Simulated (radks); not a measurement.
# Ionisation of Pr²⁺: one atom, several choices of functional

One table from this session's results is given with a row withheld; the runs are named, their logs left out.

The numbers are computed with radks (a radial shooting solver on a logarithmic mesh, Libxc functionals) version 1 (Dirac Kohn-Sham, spin-unpolarised, spherical densities, point nucleus; open shells fill j = l - 1/2 first), except any that are marked as measured or tabulated.

## Starting point

* element: praseodymium (Z = 59)
* charge: +2
* electrons: 57
* configuration: [Xe] 4f3
* ion: Pr³⁺, [Xe] 4f2
* choices: exchange-only B88; BLYP; LDA (Slater exchange, VWN5 correlation); exchange-only PBE; exchange-only LDA; PBE; Wu-Cohen GGA

Set-up of the first run:

The run's settings:

```text
Z 59
configuration [Xe] 4f3
relativity Dirac
functional b88,
spin unpolarised
j_filling energy
nucleus point
c 137.035999084
```

Steps of the session up to this table: exchange-only B88: Pr²⁺; exchange-only B88: Pr³⁺; BLYP: Pr²⁺; BLYP: Pr³⁺; LDA (Slater exchange, VWN5 correlation): Pr²⁺; LDA (Slater exchange, VWN5 correlation): Pr³⁺; exchange-only PBE: Pr²⁺; exchange-only PBE: Pr³⁺; exchange-only LDA: Pr²⁺; exchange-only LDA: Pr³⁺; PBE: Pr²⁺; PBE: Pr³⁺; Wu-Cohen GGA: Pr²⁺; Wu-Cohen GGA: Pr³⁺.

One table of the session follows, with a row left open; its other results are not shown here.

```
                             functional  Δ-SCF (eV)  −ε(HOMO) (eV)  <r> HOMO (bohr)
                      exchange-only B88      20.382         12.747            1.152
                                   BLYP      21.498         13.794            1.145
LDA (Slater exchange, VWN5 correlation)           ?              ?                ?
                      exchange-only PBE      20.380         12.772            1.157
                      exchange-only LDA      20.300         12.661            1.151
                                    PBE      21.660         13.930            1.140
                           Wu-Cohen GGA      21.707         13.959            1.138
```

Q: Estimate the row for LDA (Slater exchange, VWN5 correlation) from the others.

The run gave: Δ-SCF (eV): 21.979; −ε(HOMO) (eV): 14.218; <r> HOMO (bohr): 1.135. In the column «Δ-SCF (eV)» it is the highest.

Spin polarisation and multiplet splitting are left out, so open shells lie too high by an amount that depends on their filling.
